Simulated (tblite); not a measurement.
# C5H13BO2S: the cost of one run

Programs: tblite 0.8.0 and PySCF 2.14.0, with density-fitted response routines of our own. Each step states its level of theory. These are calculated values for one molecule in the gas phase, unless marked as measured. Atoms count from 0, in the outputs and in this text.

**1. Starting geometry**

22 atoms, charge 0, multiplicity 1; geometry from: force field or distance geometry start.

Bonds of the start (Å): C0–B1 1.59, B1–C2 1.54, C2–C3 1.52, C3–O4 1.38, B1–C5 1.58, C5–S6 1.80, S6–C7 1.80, S6–O8 1.53, C0–H9 1.11, C0–H10 1.10, C0–H11 1.10, C2–H12 1.10, C2–H13 1.11, C3–H14 1.14, C3–H15 1.11, O4–H16 1.01, C5–H17 1.09, C5–H18 1.12, C7–H19 1.10, C7–H20 1.10, C7–H21 1.11.

**2. Relaxing the molecule with GFN2-xTB**

Job settings and geometry (Å):

```
{"job": {"kind": "relax", "xc": "GFN2-xTB", "basis": "xTB"}, "charge": 0, "multiplicity": 1}
C     -0.822700    -1.265100     1.338600
B     -0.396500    -0.709200    -0.089400
C     -1.483600    -0.178600    -1.045200
C     -2.537400     0.546100    -0.223400
O     -3.567500     1.055500    -0.986000
C      1.157600    -0.664800    -0.365300
S      1.870800     0.948000     0.015900
C      3.629900     0.825300    -0.353700
O      1.758200     1.135600     1.525500
H     -1.410300    -2.197400     1.224100
H     -1.471400    -0.511400     1.811700
H      0.072200    -1.506600     1.930500
H     -1.126900     0.470200    -1.856800
H     -2.003200    -1.050500    -1.494600
H     -3.006100    -0.184000     0.509300
H     -2.011300     1.348100     0.338000
H     -3.704700     2.031400    -0.755000
H      1.419200    -1.008000    -1.370200
H      1.642800    -1.369700     0.358000
H      3.750500     0.468500    -1.389400
H      4.143200     1.792300    -0.207900
H      4.086700     0.043600     0.282800
```

Command:

```
$ OMP_NUM_THREADS=1 python probes_run.py task.json out
```

This one command runs all jobs of the session in turn.

Q: Estimate the wall time and peak memory of this first job on 1 thread of Arm Neoverse N1, shared host.

About 3 s, with a peak of 0.18 GiB.
